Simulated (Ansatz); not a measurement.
# GeAsH (triplet): B2PLYP, RPA-PBE over vertical spin and charge gaps, cc-pVDZ

Aim: run GeAsH (triplet) with these functionals over vertical spin and charge gaps, and hold them against the top wave-function level at the same points.

Computed with Ansatz 0.2.0, Gaussian basis. Level: cc-pVDZ, all electrons in the functionals, frozen cores in the correlation of double hybrids and RPA.

To be run: B2PLYP, RPA-PBE, at charge 0, triplet; charge 0, singlet; charge 0, quintet; charge 1, doublet; charge 1, quartet.

3 further runs of the same task are left out: 3 set aside as unsound or not needed.

## (1) The system

The geometry is a PBE0/def2-TZVP stationary point (not a proven minimum). No spin-orbit coupling is included. The filled d shell of Ge, As may be among the frozen orbitals whatever the setting's name suggests; the logs give the count.

3 atoms, charge 0, spin multiplicity 3.

Atoms are counted from 1 here; the program's logs count them from 0.

Bond lengths: Ge1–As2 2.430 Å, Ge1–H3 1.598 Å. Angles: As2–Ge1–H3 91.8°.

No dispersion term is added.

The geometry shown and the zero of energy belong to the point charge 0, triplet. The yardstick, UCCSDTQ, and other wave-function levels (R restricted, U unrestricted, valence and pair active spaces) come from earlier runs.

## (2) B2PLYP, charge 0, triplet

in.yaml reads:

```yaml
crystal:
  periodic: [false, false, false]
  atoms:
    - {symbol: Ge, position_ang: [0.000000, -0.036838, 1.224603]}
    - {symbol: As, position_ang: [0.000000, 0.014742, -1.204908]}
    - {symbol: H, position_ang: [0.000000, 1.559010, 1.308135]}
basis:
  gaussian: {orbitals: cc-pVDZ}
magnetization: {spin_polarized: true, initial_magnetization: 2}
hamiltonian: {xc: {name: B2PLYP}}
correlation: {electrons: outside_noble_gas}
```

Run with:

```
ansatz run in.yaml --threads 1 --pin off --events-out ev --progress --plain --max-ram 4096MiB --backend cpu
```

Further steps of the session: B2PLYP, charge 0, singlet; B2PLYP, charge 0, quintet; B2PLYP, charge 1, doublet; B2PLYP, charge 1, quartet; RPA-PBE, charge 0, triplet; RPA-PBE, charge 0, singlet; RPA-PBE, charge 0, quintet; RPA-PBE, charge 1, doublet; RPA-PBE, charge 1, quartet.

Before running them: what should the planned runs give, taken together? Wanted: triplet to singlet, UCCSDTQ; triplet to quintet, UCCSDTQ; ionisation to the doublet cation, UCCSDTQ; ionisation to the quartet cation, UCCSDTQ; largest miss, B2PLYP; largest miss, RPA-PBE.

The runs gave:

```
                                 quantity                                             value
              triplet to singlet, UCCSDTQ                                     -3.1 kcal/mol
              triplet to quintet, UCCSDTQ                                     31.4 kcal/mol
ionisation to the doublet cation, UCCSDTQ                                    185.0 kcal/mol
ionisation to the quartet cation, UCCSDTQ                                    187.4 kcal/mol
                     largest miss, B2PLYP  +5.0 kcal/mol (ionisation to the quartet cation)
                    largest miss, RPA-PBE  +4.5 kcal/mol (ionisation to the quartet cation)
```

What this shows: Of the functionals, RPA-PBE keep the smallest largest miss at the points compared (at most 4.5 kcal/mol) and B2PLYP strays most (5.0 kcal/mol, at ionisation to the quartet cation). B2PLYP, RPA-PBE clearly break the spin symmetry at some points (⟨S²⟩ up to 0.87 above the pure value), so energy there is bought with a mixed spin. Functionals and the yardstick converge differently with the basis, so part of each miss in cc-pVDZ is the basis.
